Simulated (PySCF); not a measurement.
**RuSF₂: triplet, from a trigonal planar start**

The task is one start of a wider search on RuSF₂: the triplet, from a trigonal planar start. It is relaxed, tested by its Hessian and followed downhill if it is a saddle.

Computed with PySCF 2.14.0. Level: PBE0, basis Ru def2-SVP with ECP28, S def2-SVP, F def2-SVP, scalar-relativistic core potentials, no spin–orbit coupling, density fitting.

## (1) The starting structure

4 atoms, charge 0, spin multiplicity 3.

Bond lengths: Ru1–S2 2.080 Å, Ru1–F3 1.890 Å, Ru1–F4 1.890 Å. Angles: S2–Ru1–F3 120.0°, S2–Ru1–F4 120.0°, F3–Ru1–F4 120.0°.

```xyz
4
charge 0 multiplicity 3
Ru    0.0000    0.0000    0.0000
S    -1.0400   -1.8013    0.0000
F     1.8900    0.0000    0.0000
F    -0.9450    1.6368    0.0000
```

## (2) First SCF at the start

One driver script runs all steps and calls PySCF; scf.py shows how it sets up the SCF of each step. The optimiser is the driver's own. After this first run the driver tries any further starts and a stability analysis.

File scf.py:

```python
from pyscf import gto, scf, dft
mol = gto.M(atom='''
Ru     0.000000     0.000000     0.000000
S     -1.040000    -1.801300     0.000000
F      1.890000     0.000000     0.000000
F     -0.945000     1.636800     0.000000''',
    basis={'Ru': 'def2-SVP', 'S': 'def2-SVP', 'F': 'def2-SVP'},
    ecp={'Ru': 'def2-SVP'},
    charge=0, spin=2)
mf = dft.UKS(mol, xc='PBE0')
mf.grids.atom_grid = (50, 194)
aux = {'Ru': 'def2-universal-JKFIT', 'S': 'def2-universal-JKFIT', 'F': 'def2-universal-JKFIT'}
mf = mf.density_fit(auxbasis=aux)
mf.conv_tol = 1e-08
mf.diis_space = 10
mf.max_cycle = 60
mf.init_guess = 'minao'
mf.verbose = 4
mf.kernel()
```

Launch:

```bash
$ OMP_NUM_THREADS=2 python axn.py task.json out
```

What it wrote:

```text
init E= -682.787921590338
[... the frontier-level lines of each cycle are left out ...]
cycle= 1 E= -691.374548131688  delta_E= -8.59  |g|=  1.2  |ddm|= 2.21
cycle= 2 E= -685.758385832718  delta_E= 5.62  |g|= 3.18  |ddm|= 5.88
cycle= 3 E= -692.018279267056  delta_E= -6.26  |g|= 0.494  |ddm|= 5.47
cycle= 4 E= -692.056671574136  delta_E= -0.0384  |g|= 0.432  |ddm|= 0.497
cycle= 5 E= -692.14042479743  delta_E= -0.0838  |g|= 0.0688  |ddm|= 0.298
cycle= 6 E= -692.140121987123  delta_E= 0.000303  |g|= 0.0685  |ddm|= 0.0828
cycle= 7 E= -692.142789739803  delta_E= -0.00267  |g|= 0.00597  |ddm|= 0.0617
cycle= 8 E= -692.142834675381  delta_E= -4.49e-05  |g|= 0.0033  |ddm|= 0.0142
cycle= 9 E= -692.142854626643  delta_E= -2e-05  |g|= 0.00112  |ddm|= 0.00959
cycle= 10 E= -692.142861069912  delta_E= -6.44e-06  |g|= 0.00121  |ddm|= 0.00819
cycle= 11 E= -692.142862239107  delta_E= -1.17e-06  |g|= 0.000375  |ddm|= 0.00213
cycle= 12 E= -692.142862722512  delta_E= -4.83e-07  |g|= 0.000169  |ddm|= 0.0017
cycle= 13 E= -692.142862953388  delta_E= -2.31e-07  |g|= 9.81e-05  |ddm|= 0.00148
cycle= 14 E= -692.142863025773  delta_E= -7.24e-08  |g|= 3.25e-05  |ddm|= 0.0011
cycle= 15 E= -692.142863030743  delta_E= -4.97e-09  |g|= 2.35e-05  |ddm|= 0.000248
Extra cycle  E= -692.142863029356  delta_E= 1.39e-09  |g|= 6.57e-05  |ddm|= 7.5e-05
converged SCF energy = -692.142863029356  <S^2> = 2.0118493  2S+1 = 3.0078892
```

This step, with its further starts and checks, needed 43 s of wall time on 2 threads of Intel Xeon at 2.50GHz (Skylake/Cascade Lake), shared host.

Energies from each starting density:

| start | energy (Eh) |
| --- | --- |
| the minimal-basis guess | -692.142863 |
| a thermally smeared density | -692.143969 |
| a smeared PBE density | -692.143969 |

The first run landed in a state that is too high. Following the other starts and the instabilities gains 2.9 kJ/mol (-692.14397 Eh), and the work goes on from there.

## (3) Relaxation: trigonal planar start, triplet

The program finds C2v symmetry in the start, which this walk keeps. The walk stops when the largest gradient is under 0.0003 Eh/bohr and the energy has settled too.

scf.py: that of step 2 with these lines changed.

```diff
@@ -3,4 +3,4 @@
-Ru     0.000000     0.000000     0.000000
-S     -1.040000    -1.801300     0.000000
-F      1.890000     0.000000     0.000000
-F     -0.945000     1.636800     0.000000''',
+Ru     0.089002     0.154154     0.000000
+S     -0.950991    -1.647150     0.000000
+F      1.979007     0.154150     0.000000
+F     -0.855992     1.790952     0.000000''',
@@ -17 +16,0 @@
-mf.init_guess = 'minao'
```

Energy and gradient, step by step:

| step | energy (Eh) | change (kJ/mol) | largest symmetric gradient (Eh/bohr) |
| --- | --- | --- | --- |
| 0 | -692.143969 | 0.00 | 0.03243 |
| 1 | -692.151657 | -20.19 | 0.01211 |
| 2 | -692.153750 | -25.68 | 0.00546 |
| 3 | -692.154737 | -28.27 | 0.00196 |
| 4 | -692.154754 | -28.32 | 0.00015 |
| 5 | -692.154756 | -28.32 | 0.00003 |

The walk took 42 s.

Positions (Å) and forces (eV/Å) along the way:

```
step 0
Ru   0.089   0.154   0.000   0.518   0.914   0.000
S   -0.951  -1.647   0.000   0.645   1.124   0.000
F    1.979   0.154   0.000  -1.665  -0.398   0.000
F   -0.856   1.791   0.000   0.501  -1.640   0.000
step 1
Ru   0.108   0.186   0.000   0.354   0.626   0.000
S   -0.912  -1.580   0.000   0.021   0.041   0.000
F    1.930   0.116   0.000  -0.149  -0.351   0.000
F   -0.864   1.730   0.000  -0.227  -0.316   0.000
step 3
Ru   0.159   0.276   0.000   0.041   0.066   0.000
S   -0.859  -1.488   0.000  -0.021  -0.030   0.000
F    1.959  -0.021   0.000  -0.101   0.034   0.000
F   -0.998   1.686   0.000   0.081  -0.069   0.000
step 5
Ru   0.157   0.272   0.000   0.001  -0.001   0.000
S   -0.862  -1.492   0.000  -0.002   0.003   0.000
F    1.955  -0.014   0.000  -0.001  -0.001   0.000
F   -0.989   1.686   0.000   0.001  -0.001   0.000
```

It settles in C2v symmetry, 28.3 kJ/mol below the start, after 5 steps: Ru–F 1.820 Å (×2), Ru–S 2.038 Å; F–Ru–F 138.1°, F–Ru–S 111.0° (×2).

## (4) Frequencies

The point is checked on the finer grid, and tightened if its gradient asks for it. The Hessian and the dipole derivatives come from central differences of analytic gradients, with steps of 0.02 bohr.

scf.py: that of step 3 with these lines changed.

```diff
@@ -3,4 +3,4 @@
-Ru     0.089002     0.154154     0.000000
-S     -0.950991    -1.647150     0.000000
-F      1.979007     0.154150     0.000000
-F     -0.855992     1.790952     0.000000''',
+Ru     0.116757     0.202227     0.000000
+S     -0.901956    -1.562220     0.000000
+F      1.914944    -0.080617     0.000000
+F     -1.027276     1.618089     0.000000''',
@@ -11 +11 @@
-mf.grids.atom_grid = (50, 194)
+mf.grids.atom_grid = (75, 302)
@@ -14 +14 @@
-mf.conv_tol = 1e-08
+mf.conv_tol = 1e-10
```

The driver hands on the density of the step before, so the log starts near convergence.

Log of the central SCF (cycles and frontier levels):

```text
init E= -692.154687621152
[... the frontier-level lines of each cycle are left out ...]
cycle= 1 E= -692.154687621129  delta_E= 2.22e-11  |g|= 8.06e-06  |ddm|= 7.68e-06
Extra cycle  E= -692.154687620821  delta_E= 3.08e-10  |g|= 2.71e-05  |ddm|= 2.58e-05
converged SCF energy = -692.154687620821  <S^2> = 2.031842  2S+1 = 3.0211534
```

The whole step took 2.7 min.

Geometry: C2v; Ru–F 1.820 Å (×2), Ru–S 2.037 Å; F–Ru–F 137.9°, F–Ru–S 111.1° (×2).

Harmonic modes (main isotopes):

| symmetry | ω (cm⁻¹) | IR (km/mol) | μ (u) |
| --- | --- | --- | --- |
| b1 | 156 | 5.6 | 28.21 |
| b2 | 165 | 0.0 | 26.09 |
| a1 | 181 | 3.5 | 21.74 |
| a1 | 571 | 11.3 | 35.81 |
| a1 | 658 | 85.2 | 20.34 |
| b2 | 714 | 135 | 23.81 |

No imaginary mode, so this is a minimum.

Properties at this point:

| Property | Result |
| --- | --- |
| Dipole moment | 0.55 D |
| Highest occupied level | -7.61 eV |
| Lowest empty level | -4.52 eV |
| Rotational constants | 0.1538, 0.1208, 0.06765 cm⁻¹ |
| Zero-point energy | 14.6 kJ/mol |
| Principal polarisabilities | 33.3, 39.2, 64.5 bohr³ |
| Atomisation energy without zero-point energy | 1177 kJ/mol |
| Principal traceless quadrupole moments about the centre of mass | -6.16, 1.31, 4.85 D Å |
| Entropy at 298.15 K and 1 bar (electronic part: spin only) | 323.7 J/(mol K) |
| Heat capacity Cp at 298.15 K | 68.6 J/(mol K) |
| Enthalpy at 298.15 K above 0 K | 15.84 kJ/mol |
| Rotational symmetry number | 2 |
| Spin squared ⟨S²⟩ | 2.032 |

Charges (e) and bond orders:

```csv
atom,Mulliken,Löwdin,polar tensor,spin (Mulliken),Mayer order to Ru1
Ru1,0.67,-0.14,1.28,1.57,–
S2,0.03,0.40,-0.22,0.27,2.27
"F3,4",-0.35,-0.13,-0.53,0.08,0.95
```

Outer orbital energies (eV). α occupied: -12.88, -12.37, -11.26, -11.23, -9.50, -8.92, -8.18, -7.71; empty: -4.52, -3.54, 0.01, 0.59. β occupied: -12.68, -12.58, -12.32, -12.03, -10.97, -9.48, -9.44, -7.61; empty: -4.04, -3.83, -3.83, -2.94.

Mulliken populations on Ru1 (outside its core potential): s 2.52, p 6.41, d 6.38, f 0.02.

## (5) Real-space pictures of the lowest minimum

The plane holds Ru1 at (0.00, 0.00), S2 at (2.04, 0.00), F3 at (-0.65, 1.70), F4 at (-0.65, -1.70) Å. Columns run from x = -2.55 to 4.35 Å, rows from y = 4.05 (top) to -3.75 Å, in steps of 0.3 Å. Electrons inside core potentials are absent.

Density (cut at 5 e/Å³):

Ten steps from '0' (0.000 e/Å³) to '9' (5.000 e/Å³), finer at the low end (step k begins (100^(k/10) - 1)/99 of the way up):
```
000000000000000000000000
000000000000000000000000
000000000000000000000000
000000000000000000000000
000011221000000000000000
000123443200000000000000
000247886310000000000000
001369998521000000000000
001369999531111111000000
001358998532222222100000
000246776543334443210000
000124578765456665421000
000123699997667876531000
000024897798679997642100
000024897798679997642100
000123699997667876531000
000124578765456665421000
000246776543334443210000
001358998532222222100000
001369999531111111000000
001369998521000000000000
000247886310000000000000
000123443200000000000000
000011221000000000000000
000000000000000000000000
000000000000000000000000
000000000000000000000000
```

ELF (0 where the density is under 0.005 e/Å³):

Ten even steps from '0' (0.00) to '9' (0.90):
```
000000000000000000000000
000000000000000000000000
000000000000000000000000
000001111000000000000000
000123443200000000000000
000246776410000000000000
002479998630000000000000
002589579730002222100000
003699819730024444321000
003589888511257776542100
001468862101488998764200
000122125532599889985310
000001389984582106996410
000001790085571891997420
000001790085571891997420
000001389984582106996410
000122125532599889985310
001468862101488998764200
003589888511257776542100
003699819730024444321000
002589579730002222100000
002479998630000000000000
000246776410000000000000
000123443200000000000000
000001111000000000000000
000000000000000000000000
000000000000000000000000
```

Lowest empty orbital at -4.52 eV (sign arbitrary; one member if degenerate):

Ten even steps from '0' (-0.78 Å^-3/2) to '9' (0.78 Å^-3/2):
```
555555555555555555555555
555555555555555555555555
555555555555555555555555
555555555555555555555555
555555555555555555555555
555555555555555555555555
555555665555555555555555
555445775555555555555555
554443244444555555555555
554443124444555666555555
554444444434456666655555
555555676323456777655555
555555798202456777655555
555555687213455045555555
444444312786544954444444
444444201797543222344444
444444323676543222344444
445555555565543333344444
445556875555444333444444
445556755555444444444444
444554224444444444444444
444444334444444444444444
444444444444444444444444
444444444444444444444444
444444444444444444444444
444444444444444444444444
444444444444444444444444
```

Values on the line from Ru1 (at 0) through S2 (at 2.037 Å):

| distance (Å) | density (e/Å³) | ELF | electrostatic potential (V) | spin density (e/Å³) |
| --- | --- | --- | --- | --- |
| -0.71 | 2.88 | 0.735 | 48.8 | 0.0313 |
| 0.81 | 1.88 | 0.449 | 33.8 | 0.0264 |
| 1.02 | 1.17 | 0.467 | 21.4 | 0.00251 |
| 1.22 | 1.24 | 0.719 | 25.5 | -0.0227 |
| 1.43 | 1.46 | 0.313 | 49.7 | -0.0374 |
| 1.63 | 3.98 | 0.176 | 118 | -0.0157 |
| 1.83 | 62 | 0.854 | 415 | -0.0453 |
| 2.14 | 182 | 0.272 | 1.29e+03 | -0.202 |
| 2.34 | 15.8 | 0.745 | 200 | 0.000239 |
| 2.55 | 1.73 | 0.0996 | 74 | -0.0297 |
| 2.75 | 1.04 | 0.753 | 31.6 | -0.0361 |
| 2.95 | 0.592 | 0.91 | 14 | -0.024 |
| 3.16 | 0.285 | 0.877 | 6.53 | -0.0125 |

Making the fields took 3.5 s.

## (6) Summary of results

| quantity | value |
| --- | --- |
| minimum | triplet, C2v |
| geometry | Ru–F 1.820 Å (×2), Ru–S 2.037 Å; F–Ru–F 137.9°, F–Ru–S 111.1° (×2) |
| wavenumbers (cm⁻¹) | 156 (b1), 165 (b2), 181 (a1), 571 (a1), 658 (a1), 714 (b2) |
| dipole moment | 0.55 D |
| highest occupied, lowest empty level (either spin) | -7.61, -4.52 eV |
| polar-tensor charge of Ru1 | +1.28 e |
| zero-point energy | 14.6 kJ/mol |
| entropy at 298.15 K | 323.7 J/(mol K) |
| atomisation energy (no zero-point energy) | 1177 kJ/mol |
| ⟨S²⟩ | 2.032 |

**Reading.** The molecule stays C2v, as typed, and the end point is a minimum. In the infrared the band at 714 cm⁻¹ (b2, stretch) leads. Most of the spin sits on Ru1 (Mulliken spin 1.57, against 2 for the whole molecule). The first SCF alone would have been 3 kJ/mol too high. Only this shape and spin were tried, so other structures or states may lie lower. One determinant may miss the lowest occupation of an open d or f shell.

The search up to here needed 4.1 min of wall time on 2 threads of Intel Xeon at 2.50GHz (Skylake/Cascade Lake), shared host.
